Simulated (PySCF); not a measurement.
# CH10AsBSi: the cost of one run

Computed with PySCF 2.14.0 and routines of our own; the level stands in each step. Atoms count from 0.

## 1. The system as given

14 atoms, charge 0, multiplicity 1; geometry from: GFN2-xTB.

## 2. Optimising the geometry at PBE0-D3(BJ)/def2-SVP

The job: settings as JSON, then the geometry in Å.

```
{"job": {"xc": "PBE0", "basis": "def2-SVP", "d3": "d3bj", "grid": 1, "maxiter": 30, "shake": 0.01, "kind": "geom"}, "charge": 0, "multiplicity": 1}
Si     2.395850    -0.365290    -0.307600
C      0.503110    -0.005960    -0.396720
B     -0.278370    -0.596490     0.862440
As    -2.324310     0.067410     0.278820
H      3.000630     0.230340    -1.520200
H      2.631640    -1.776470    -0.290070
H      2.968120     0.284410     0.877700
H      0.395610     1.089390    -0.482910
H      0.141200    -0.428370    -1.313790
H     -0.401820    -1.769680     0.940140
H     -0.137200    -0.038150     1.914490
H     -2.371210     1.507250    -0.082580
H     -3.850780     0.104590     0.626580
H     -2.679620    -0.323040    -1.114050
```

On the command line:

```sh
OMP_NUM_THREADS=1 python heavy_run.py task.json out
```

One launch serves the whole session: the jobs run in the order shown.

Q: Estimate the wall time and peak memory of this first job on 1 thread of Arm Neoverse V1, shared host.

About 66 s, with a peak of 0.53 GiB.
